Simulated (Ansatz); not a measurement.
# CH6InNO: one species, many methods

How much do the methods differ for CH6InNO? The plan is to run it at one geometry with functionals of several rungs and with coupled cluster, and see how far each lands from CCSD(T) at the basis-set limit for the atomisation energy.

Program: Ansatz 0.2.0, Gaussian basis. Level of theory: functionals in def2-TZVPP, the program's frozen cores in correlated methods. These are calculated values, not measurements.

Levels to be run: LDA (SPW92), PBE-D4, revPBE-D4, BLYP-D4, r2SCAN-D4, B97M-V, PBE0-D4, B3LYP-D4, r2SCANh-D4, r2SCAN0-D4, HSE06-D4, BHLYP-D4, CAM-B3LYP-D4, LC-ωPBE, ωB97X-V, ωB97M-V, B2PLYP, PBE-QIDH; CCSD(T)/def2-SVP; CCSD(T)/def2-TZVPP; MP2/def2-QZVPP; extrapolation to the limit; RPA on PBE.

## (1) The geometry

All runs share one geometry, relaxed beforehand with PBE0-D4 in a triple-zeta def2 set. In takes the def2 core potential; no spin-orbit term is included.

SMILES `N[CH](O)[InH2]`, 10 atoms, charge 0, spin multiplicity 1.

Atoms are counted from 1 here; the program's logs count them from 0.

Bond lengths: N1–C2 1.430 Å, N1–H5 1.012 Å, N1–H6 1.015 Å, C2–O3 1.432 Å, C2–In4 2.184 Å, C2–H7 1.095 Å, O3–H8 0.964 Å, In4–H9 1.731 Å, In4–H10 1.726 Å. Angles: C2–N1–H5 112.1°, C2–N1–H6 113.5°, H5–N1–H6 108.5°, N1–C2–O3 115.7°, N1–C2–In4 109.9°, N1–C2–H7 107.4°, O3–C2–In4 103.9°, O3–C2–H7 109.5°, In4–C2–H7 110.3°, C2–O3–H8 109.4°, C2–In4–H9 116.7°, C2–In4–H10 122.2°, H9–In4–H10 121.2°.

As a file:

```tsv
atom	x (Å)	y (Å)	z (Å)
N1	-1.0294	0.8742	-0.4808
C2	0.2830	0.4039	-0.1645
O3	0.9618	-0.2974	-1.2122
In4	0.1802	-1.0525	1.4593
H5	-1.6344	0.1290	-0.8006
H6	-1.0376	1.6159	-1.1742
H7	0.8778	1.2716	0.1401
H8	1.1923	0.3222	-1.9145
H9	-1.0261	-2.2861	1.3213
H10	1.2324	-0.9808	2.8260
```

## (2) LDA

This LDA is Slater exchange with PW92 correlation.

Contents of in.yaml:

```yaml
crystal:
  periodic: [false, false, false]
  atoms:
    - {symbol: N, position_ang: [-1.029386, 0.874163, -0.480797]}
    - {symbol: C, position_ang: [0.283025, 0.403927, -0.164493]}
    - {symbol: O, position_ang: [0.961814, -0.297415, -1.212228]}
    - {symbol: In, position_ang: [0.180201, -1.052538, 1.459329]}
    - {symbol: H, position_ang: [-1.634407, 0.129023, -0.800598]}
    - {symbol: H, position_ang: [-1.037606, 1.615854, -1.174170]}
    - {symbol: H, position_ang: [0.877813, 1.271630, 0.140092]}
    - {symbol: H, position_ang: [1.192305, 0.322192, -1.914484]}
    - {symbol: H, position_ang: [-1.026149, -2.286071, 1.321290]}
    - {symbol: H, position_ang: [1.232390, -0.980767, 2.826047]}
basis:
  gaussian: {orbitals: def2-TZVPP}
hamiltonian: {xc: lda}
output: {orbitals: {seedname: orbitals}}
```

Launch:

```sh
$ ansatz run in.yaml --threads 4 --pin off --events-out ev --progress --plain --max-ram 10444MiB
```

The runs that follow: PBE-D4 (GGA); revPBE-D4 (GGA); BLYP-D4 (GGA); r2SCAN-D4 (meta-GGA); B97M-V (meta-GGA); B3LYP-D4 (hybrid); r2SCANh-D4 (hybrid); r2SCAN0-D4 (hybrid); HSE06-D4 (hybrid); BHLYP-D4 (hybrid); CAM-B3LYP-D4 (range-separated); LC-ωPBE (range-separated); ωB97X-V (range-separated); ωB97M-V (range-separated); B2PLYP (double hybrid); PBE-QIDH (double hybrid); CCSD(T) in def2-SVP; CCSD(T) in def2-TZVPP; MP2 in def2-QZVPP; RPA on PBE orbitals.

Before running them: what should the planned runs give, taken together? Wanted: atomisation energy, CCSD(T)/CBS; farthest beyond LDA; mean size of error, GGA; mean size of error, meta-GGA; mean size of error, hybrid; mean size of error, range-separated; mean size of error, double hybrid; gap, smallest and largest; T1 diagnostic.

As calculated:

| quantity | value |
| --- | --- |
| atomisation energy, CCSD(T)/CBS | 32.146 eV |
| functionals within 0.321 eV (1.0 %) | BLYP-D4, r2SCAN-D4, B97M-V, PBE0-D4, B3LYP-D4, HSE06-D4, CAM-B3LYP-D4, LC-ωPBE, ωB97X-V, ωB97M-V |
| farthest beyond LDA | BHLYP-D4 (-1.382 eV) |
| mean size of error, GGA | 0.355 eV |
| mean size of error, meta-GGA | 0.143 eV |
| mean size of error, hybrid | 0.542 eV |
| mean size of error, range-separated | 0.101 eV |
| mean size of error, double hybrid | 0.591 eV |
| gap, smallest and largest | 3.31 eV (LDA (SPW92)), 9.94 eV (LC-ωPBE) |
| T1 diagnostic | 0.0134 |
| triples share of the correlation energy | 3.4 % |

**Reading.** LDA overbinds by 5.374 eV (17 %). PBE-D4 misses by +0.585 eV. Double hybrids carry the basis error of their MP2 part in triple zeta, and no dispersion term here, so their miss is partly the set-up's. The rungs range-separated, meta-GGA miss on average by less than the doubt on the reference (0.321 eV), so they tie. Misses under about 0.321 eV are within the doubt on the reference itself, which lacks core-valence correlation, spin-orbit coupling and higher excitations, and its outer-core shells are covered unevenly. All levels share the lack of spin-orbit coupling, which lowers the free heavy atoms and so the true binding. Hartree-Fock recovers 66 % of the binding; the rest is correlation. CCSD(T) in def2-SVP is off by -2.313 eV, more than most functionals: a good method in a small basis is no reference. The gap grows from 3.3 to 9.9 eV across the functionals, mostly with the share of exact exchange. Correlated methods include outer-core shells of In, which these sets cover unevenly.
